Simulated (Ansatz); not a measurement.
# ClGeH6N3: how energies converge with the basis set

An exercise on one series of results from a longer session: the logs are not shown, and one member is left open.

Method: one geometry, several basis sets; program: Ansatz 0.2.0, Gaussian basis.

Levels to be run: PBE0-D4/def2-SVP; ωB97M-V/def2-SVP; PBE0-D4/def2-QZVPP; ωB97M-V/def2-QZVPP; the functionals' def2-TZVPP values are taken from earlier runs.

## Structure used throughout

All runs share one geometry, relaxed beforehand with PBE0-D4 in a triple-zeta def2 set.

SMILES `[NH2][Ge]([NH2])([NH2])[Cl]`, 11 atoms, charge 0, spin multiplicity 1.

Atoms are counted from 1 here; the program's logs count them from 0.

Bond lengths: N1–Ge2 1.818 Å, N1–H6 1.009 Å, N1–H7 1.009 Å, Ge2–N3 1.819 Å, Ge2–N4 1.818 Å, Ge2–Cl5 2.148 Å, N3–H8 1.010 Å, N3–H9 1.009 Å, N4–H10 1.009 Å, N4–H11 1.009 Å. Angles: Ge2–N1–H6 116.3°, Ge2–N1–H7 115.5°, H6–N1–H7 110.7°, N1–Ge2–N3 112.6°, N1–Ge2–N4 112.1°, N1–Ge2–Cl5 106.3°, N3–Ge2–N4 112.7°, N3–Ge2–Cl5 105.9°, N4–Ge2–Cl5 106.6°, Ge2–N3–H8 116.1°, Ge2–N3–H9 115.5°, H8–N3–H9 110.5°, Ge2–N4–H10 115.7°, Ge2–N4–H11 116.5°, H10–N4–H11 110.8°.

The first run:

The input, in.yaml:

```yaml
crystal:
  periodic: [false, false, false]
  atoms:
    - {symbol: N, position_ang: [-1.443736, 0.864688, -0.455171]}
    - {symbol: Ge, position_ang: [0.219896, 0.348760, 0.066227]}
    - {symbol: N, position_ang: [0.212390, -0.539219, 1.654082]}
    - {symbol: N, position_ang: [1.095486, -0.561280, -1.242248]}
    - {symbol: Cl, position_ang: [1.333561, 2.153807, 0.407713]}
    - {symbol: H, position_ang: [-2.001323, 1.342997, 0.237067]}
    - {symbol: H, position_ang: [-1.989452, 0.158771, -0.926201]}
    - {symbol: H, position_ang: [1.112731, -0.837177, 2.000258]}
    - {symbol: H, position_ang: [-0.461427, -1.286533, 1.731364]}
    - {symbol: H, position_ang: [0.906100, -1.551023, -1.288399]}
    - {symbol: H, position_ang: [1.080976, -0.150688, -2.164093]}
basis:
  gaussian: {orbitals: def2-SVP}
hamiltonian: {xc: pbe0, dispersion: d4}
output: {orbitals: {seedname: orbitals}}
```

The run is started by

```
ansatz run in.yaml --threads 4 --pin off --events-out ev --progress --plain --max-ram 11315MiB
```

Steps of the session up to this table: PBE0-D4 in def2-SVP; ωB97M-V in def2-SVP; PBE0-D4 in def2-QZVPP; ωB97M-V in def2-QZVPP.

One table of the session follows, with a row left open; its other results are not shown here.

It belongs to the step «Density functionals: the series». 

| functional | basis | HOMO (eV) | LUMO (eV) |
| --- | --- | --- | --- |
| PBE0-D4 | def2-SVP | -7.35 | 0.75 |
| PBE0-D4 | def2-TZVPP | -7.64 | 0.12 |
| PBE0-D4 | def2-QZVPP | -7.72 | -0.20 |
| ωB97M-V | def2-SVP | ? | ? |
| ωB97M-V | def2-TZVPP | -10.06 | 1.59 |
| ωB97M-V | def2-QZVPP | -10.14 | 1.06 |

**Question.** Estimate the row for ωB97M-V, def2-SVP.

As computed: HOMO (eV): -9.76; LUMO (eV): 2.45. In the column «HOMO (eV)» it lies between ωB97M-V, def2-TZVPP (-10.06) and PBE0-D4, def2-QZVPP (-7.72).
